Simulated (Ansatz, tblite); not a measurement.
# Perfluoropentacene (C₂₂F₁₄): a ladder of methods and basis sets

Aim: run the singlet of perfluoropentacene (C₂₂F₁₄) at one geometry on many levels, and compare frontier levels, spin and run time.

Method: as each input shows; program: Ansatz 0.2.0, Gaussian basis.

The runs, in order: GFN1-xTB, GFN2-xTB, PBE-D4/def2-SVP, r2SCAN-D4/def2-SVP, BHLYP-D4/def2-SVP, PBE0-D4/def2-TZVP, PBE-D4/def2-TZVP, HF/STO-3G.

2 further runs of the same task are left out: 2 set aside as unsound or not needed.

## (1) The geometry

The singlet was relaxed beforehand with r2SCAN-D4/def2-SVP.

SMILES `Fc1c(F)c(F)c2c(F)c3c(F)c4c(F)c5c(F)c(F)c(F)c(F)c5c(F)c4c(F)c3c(F)c2c1F`, 36 atoms, charge 0, spin multiplicity 1.

Bond lengths: F1–C2 1.325 Å, C2–C3 1.422 Å, C2–C35 1.373 Å, C3–F4 1.325 Å, C3–C5 1.373 Å, C5–F6 1.328 Å, C5–C7 1.431 Å, C7–C8 1.397 Å, C7–C34 1.458 Å, C8–F9 1.329 Å, C8–C10 1.416 Å, C10–C11 1.408 Å, C10–C31 1.457 Å, C11–F12 1.328 Å, C11–C13 1.408 Å, C13–C14 1.416 Å, C13–C28 1.457 Å, C14–F15 1.329 Å and more. Angles: F1–C2–C3 118.3°, F1–C2–C35 121.0°, C3–C2–C35 120.7°, C2–C3–F4 118.3°, C2–C3–C5 120.7°, F4–C3–C5 121.0°, C3–C5–F6 118.2°, C3–C5–C7 120.8°, F6–C5–C7 120.9°, C5–C7–C8 122.8°, C5–C7–C34 118.5°, C8–C7–C34 118.7°, C7–C8–F9 118.5°, C7–C8–C10 122.9°, F9–C8–C10 118.6°, C8–C10–C11 123.1°, C8–C10–C31 118.3°, C11–C10–C31 118.6° and more.

Coordinates:

```mol
C22F14
  3D, bonds by distance, orders not assigned

 36 40  0  0  0  0  0  0  0  0999 V2000
   -7.0411    2.2761   -0.7046 F   0  0
   -5.9666    1.6034   -0.3208 C   0  0
   -6.1324    0.5419    0.6115 C   0  0
   -7.3534    0.2766    1.0511 F   0  0
   -5.0515   -0.1871    1.0423 C   0  0
   -5.2622   -1.1672    1.9129 F   0  0
   -3.7339    0.1025    0.5650 C   0  0
   -2.6068   -0.6126    0.9762 C   0  0
   -2.7671   -1.6034    1.8474 F   0  0
   -1.3017   -0.3286    0.5061 C   0  0
   -0.1635   -1.0469    0.9184 C   0  0
   -0.3183   -2.0377    1.7887 F   0  0
    1.1316   -0.7598    0.4478 C   0  0
    2.2801   -1.4787    0.8591 C   0  0
    2.1306   -2.4717    1.7297 F   0  0
    3.5639   -1.1908    0.3904 C   0  0
    4.7225   -1.9192    0.8083 C   0  0
    4.6239   -2.9190    1.6765 F   0  0
    5.9668   -1.6024    0.3218 C   0  0
    7.0414   -2.2744    0.7065 F   0  0
    6.1326   -0.5408   -0.6104 C   0  0
    7.3537   -0.2751   -1.0494 F   0  0
    5.0516    0.1878   -1.0416 C   0  0
    5.2623    1.1681   -1.9120 F   0  0
    3.7339   -0.1025   -0.5651 C   0  0
    2.6067    0.6121   -0.9767 C   0  0
    2.7671    1.6030   -1.8478 F   0  0
    1.3015    0.3277   -0.5071 C   0  0
    0.1633    1.0458   -0.9195 C   0  0
    0.3181    2.0368   -1.7897 F   0  0
   -1.1318    0.7587   -0.4490 C   0  0
   -2.2803    1.4778   -0.8601 C   0  0
   -2.1309    2.4703   -1.7313 F   0  0
   -3.5639    1.1905   -0.3907 C   0  0
   -4.7224    1.9195   -0.8080 C   0  0
   -4.6238    2.9194   -1.6760 F   0  0
  1  2  8  0
  2  3  8  0
  2 35  8  0
  3  4  8  0
  3  5  8  0
  5  6  8  0
  5  7  8  0
  7  8  8  0
  7 34  8  0
  8  9  8  0
  8 10  8  0
 10 11  8  0
 10 31  8  0
 11 12  8  0
 11 13  8  0
 13 14  8  0
 13 28  8  0
 14 15  8  0
 14 16  8  0
 16 17  8  0
 16 25  8  0
 17 18  8  0
 17 19  8  0
 19 20  8  0
 19 21  8  0
 21 22  8  0
 21 23  8  0
 23 24  8  0
 23 25  8  0
 25 26  8  0
 26 27  8  0
 26 28  8  0
 28 29  8  0
 29 30  8  0
 29 31  8  0
 31 32  8  0
 32 33  8  0
 32 34  8  0
 34 35  8  0
 35 36  8  0
M  END
```

PBE0-D4/def2-SVP was run before; its log isn't repeated, and its numbers join the tables.

## (2) GFN1-xTB

Tight binding, by tblite at 300 K electronic temperature and without a spin-polarisation term:

```python
tblite.interface.Calculator('GFN1-xTB', numbers, positions, charge=0, uhf=0).singlepoint()
```

Energy -3222.6720 eV, HOMO -11.67 eV, LUMO -10.59 eV; 0.22 s.

## (3) GFN2-xTB

Tight binding, by tblite at 300 K electronic temperature and without a spin-polarisation term:

```python
tblite.interface.Calculator('GFN2-xTB', numbers, positions, charge=0, uhf=0).singlepoint()
```

Energy -3083.4402 eV, HOMO -11.37 eV, LUMO -10.31 eV; 0.25 s.

## (4) PBE-D4/def2-SVP

start.molden holds the orbitals of an earlier run on this state, given as this run's starting guess.

Contents of in.yaml:

```yaml
crystal:
  periodic: [false, false, false]
  atoms:
    - {symbol: F, position_ang: [-7.041052, 2.276114, -0.704582]}
    - {symbol: C, position_ang: [-5.966620, 1.603364, -0.320756]}
    - {symbol: C, position_ang: [-6.132440, 0.541855, 0.611511]}
    - {symbol: F, position_ang: [-7.353404, 0.276638, 1.051092]}
    - {symbol: C, position_ang: [-5.051510, -0.187123, 1.042295]}
    - {symbol: F, position_ang: [-5.262160, -1.167185, 1.912929]}
    - {symbol: C, position_ang: [-3.733876, 0.102472, 0.565043]}
    - {symbol: C, position_ang: [-2.606828, -0.612591, 0.976195]}
    - {symbol: F, position_ang: [-2.767142, -1.603372, 1.847358]}
    - {symbol: C, position_ang: [-1.301676, -0.328563, 0.506064]}
    - {symbol: C, position_ang: [-0.163543, -1.046883, 0.918403]}
    - {symbol: F, position_ang: [-0.318284, -2.037677, 1.788701]}
    - {symbol: C, position_ang: [1.131627, -0.759774, 0.447825]}
    - {symbol: C, position_ang: [2.280138, -1.478749, 0.859068]}
    - {symbol: F, position_ang: [2.130613, -2.471702, 1.729673]}
    - {symbol: C, position_ang: [3.563873, -1.190760, 0.390377]}
    - {symbol: C, position_ang: [4.722522, -1.919245, 0.808304]}
    - {symbol: F, position_ang: [4.623916, -2.918989, 1.676461]}
    - {symbol: C, position_ang: [5.966831, -1.602370, 0.321826]}
    - {symbol: F, position_ang: [7.041427, -2.274378, 0.706486]}
    - {symbol: C, position_ang: [6.132649, -0.540802, -0.610363]}
    - {symbol: F, position_ang: [7.353699, -0.275061, -1.049385]}
    - {symbol: C, position_ang: [5.051613, 0.187752, -1.041605]}
    - {symbol: F, position_ang: [5.262262, 1.168065, -1.911964]}
    - {symbol: C, position_ang: [3.733876, -0.102527, -0.565067]}
    - {symbol: C, position_ang: [2.606727, 0.612110, -0.976694]}
    - {symbol: F, position_ang: [2.767057, 1.602953, -1.847786]}
    - {symbol: C, position_ang: [1.301481, 0.327655, -0.507063]}
    - {symbol: C, position_ang: [0.163329, 1.045846, -0.919544]}
    - {symbol: F, position_ang: [0.318095, 2.036753, -1.789705]}
    - {symbol: C, position_ang: [-1.131842, 0.758727, -0.448979]}
    - {symbol: C, position_ang: [-2.280322, 1.477798, -0.860123]}
    - {symbol: F, position_ang: [-2.130888, 2.470302, -1.731263]}
    - {symbol: C, position_ang: [-3.563939, 1.190461, -0.390694]}
    - {symbol: C, position_ang: [-4.722437, 1.919511, -0.808021]}
    - {symbol: F, position_ang: [-4.623772, 2.919366, -1.676047]}
basis:
  gaussian: {orbitals: def2-SVP, fitting: {mean_field: def2-universal-jkfit}, initial_orbitals: start.molden}
hamiltonian: {xc: pbe, dispersion: d4}
scf: {omitted_lower_state_checks: [starts]}
output: {forces: true, orbitals: {seedname: orbitals}}
```

Started as:

```
> ansatz run in.yaml --threads 8 --pin off --events-out ev --progress --plain --max-ram 19148MiB
```

After this run come: r2SCAN-D4/def2-SVP; BHLYP-D4/def2-SVP; PBE0-D4/def2-TZVP; PBE-D4/def2-TZVP; HF/STO-3G.

Q: Predict the results of all the runs planned. Wanted: gap in def2-SVP, named functionals, smallest and largest; binding an atom, functionals in def2-SVP; PBE0 total energy, smallest basis above largest.

As calculated:

```
                                                quantity                                 value
gap in def2-SVP, named functionals, smallest and largest  0.97 eV (PBE-D4), 3.47 eV (BHLYP-D4)
                binding an atom, functionals in def2-SVP   5.36 (BHLYP-D4) to 6.11 eV (PBE-D4)
         PBE0 total energy, smallest basis above largest        69.86 eV (def2-SVP, def2-TZVP)
```

Orbital gaps of the named functionals in def2-SVP span 0.97 eV (PBE-D4) to 3.47 eV (BHLYP-D4); exact exchange widens it.
